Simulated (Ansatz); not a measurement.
Run this with the Ansatz DFT code, driven from Python and show what comes out.

`run_formation.py`
```python
"""Is Sn2Ir bound against its elements, after relaxing cells and atoms."""

from collections import Counter
import logging
import sys
import warnings

import ansatz as az
import numpy as np

logging.basicConfig(stream=sys.stdout, format="[%(levelname)s] %(message)s")
logger = logging.getLogger("sn2ir")
logger.setLevel(logging.INFO)

PHASES = {
    "Sn2Ir": (
        [(0.0, 3.169, 3.169), (3.169, 0.0, 3.169), (3.169, 3.169, 0.0)],
        [
            ("Sn", (0.25, 0.25, 0.25)),
            ("Sn", (0.75, 0.75, 0.75)),
            ("Ir", (0.0, 0.0, 0.0)),
        ],
    ),
    "Sn": (
        [(0.0, 3.233343, 3.233343), (3.233343, 0.0, 3.233343), (3.233343, 3.233343, 0.0)],
        [
            ("Sn", (0.0, 0.0, 0.0)),
            ("Sn", (0.25, 0.25, 0.25)),
        ],
    ),
    "Ir": (
        [(0.0, 1.9156, 1.9156), (1.9156, 0.0, 1.9156), (1.9156, 1.9156, 0.0)],
        [
            ("Ir", (0.0, 0.0, 0.0)),
        ],
    ),
}


def build(vectors, sites):
    crystal = az.Crystal(lattice=az.Lattice.of(vectors))
    for symbol, position in sites:
        crystal = crystal.atom(symbol, position)
    return crystal


def solve(name, crystal):
    calc = (
        crystal.calculation()
        .basis(420)
        .scf(tolerance=1e-07, max_iterations=60)
        .functional("pbesol")
        .kpoints(spacing=0.39)
        .occupations("cold", width=0.05)
        .stress()
    )
    calc = calc.relax(force_tolerance=0.01, max_steps=40, cell=True)
    return calc.run(threads=1, pin="off")


def counts(outcome):
    return Counter(site.symbol for site in outcome.lattice.sites)

def formation_energy(outcome, mu):
    n = counts(outcome)
    return (outcome.report["energy_sigma0_ev"] - sum(k * mu[element] for element, k in n.items())) / sum(n.values())


def volume_per_atom(outcome):
    return abs(np.linalg.det(outcome.lattice.cell_ang)) / len(outcome.lattice.sites)


def main() -> None:
    warnings.simplefilter("ignore")

    phases = {name: build(*cell) for name, cell in PHASES.items()}

    done = {}
    for name, crystal in phases.items():
        done[name] = solve(name, crystal)
        logger.info(f"{name}: {done[name].report['energy_sigma0_ev']:.4f} eV, {len(done[name].lattice.sites)} atoms")

    # energy of one atom in its reference phase
    references = {"Sn": "Sn", "Ir": "Ir"}
    mu = {element: done[name].report["energy_sigma0_ev"] / len(done[name].lattice.sites) for element, name in references.items()}

    target = done["Sn2Ir"]
    heat = formation_energy(target, mu)
    n = counts(target)
    print("cell content:", dict(n), " volume", round(volume_per_atom(target), 3), "A^3/atom")
    print("formation energy", round(heat, 4), "eV/atom,", round(heat * sum(n.values()), 4), "eV per cell")
    print("bound against the elements" if heat < 0 else "unbound against the elements")


if __name__ == "__main__":
    main()
```

Output of `python run_formation.py`:
```text
[INFO] Sn2Ir: -23699.4491 eV, 3 atoms
[INFO] Sn: -11899.4279 eV, 2 atoms
[INFO] Ir: -11798.9560 eV, 1 atoms
cell content: {<Element.SN: 'Sn'>: 2, <Element.IR: 'Ir'>: 1}  volume 21.402 A^3/atom
formation energy -0.3551 eV/atom, -1.0652 eV per cell
bound against the elements
```

What to keep in mind:
- The settings weren't tested for convergence.
- For the metals among these phases the mesh is modest: differences between phases can be off by up to 40 meV an atom.
- The program warned that this SCF threshold is loose for forces or stresses.
- Spin-orbit coupling, which matters for elements this heavy, is left out.
- The cells come from databases of deposited and of computed structures, and not all need be stable phases.
- The compound is the structure given, not necessarily its lowest; energies are at zero temperature, with no correction for gases. A semilocal functional's error on such energies is often 0.05 to 0.1 eV an atom, and 0.1 to 0.3 eV against gases such as O2 or F2.
- The script silences warnings, which a real study should read.
- The whole script took 12 s on 1 thread of Arm Neoverse V1, with other jobs on the host, peak memory 0.41 GiB.
